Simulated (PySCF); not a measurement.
# H8P4Si: the cost of one run

The runs use PySCF 2.14.0, with density-fitted response routines of our own; the level of theory stands in each step. All values are computed, except where a source is named. Atoms count from 0, in the outputs and in this text.

## Step 1: The molecule as given

13 atoms, charge 0, multiplicity 1; geometry from: GFN2-xTB. The atoms were then displaced at random by about 0.01 Å, so the start is not that level's minimum.

Bonds of the start (Å): P0–Si1 2.29, Si1–P2 2.27, Si1–P3 2.30, Si1–P4 2.30, P0–H5 1.37, P0–H6 1.41, P2–H7 1.41, P2–H8 1.38, P3–H9 1.42, P3–H10 1.36, P4–H11 1.39, P4–H12 1.38.

## Step 2: Relaxing the molecule at PBE0-D3(BJ)/def2-SVP

Job settings and geometry (Å):

```
{"job": {"xc": "PBE0", "basis": "def2-SVP", "d3": "d3bj", "grid": 1, "shake": 0.01, "kind": "geom"}, "charge": 0, "multiplicity": 1}
P     -0.803310    -0.770030     2.025140
Si     0.159880    -0.044780     0.081440
P      2.001390    -1.336580    -0.205270
P      0.750130     2.150870     0.448030
P     -1.042700    -0.278090    -1.870310
H     -1.211800    -1.961310     1.490670
H     -2.038560    -0.169310     1.723570
H      2.688450    -0.777410     0.886100
H      2.611450    -0.439930    -1.056800
H     -0.567880     2.615590     0.222080
H      1.085790     2.356240    -0.855800
H     -2.206760     0.214070    -1.291850
H     -1.420260    -1.576210    -1.607350
```

Command:

```bash
> OMP_NUM_THREADS=1 python probes_run.py task.json out
```

One launch serves the whole session: the jobs run in the order shown.

Q: Estimate the wall time and peak memory of this first job on 1 thread of AMD EPYC 7R43, shared host.

About 65 s, with a peak of 0.54 GiB.
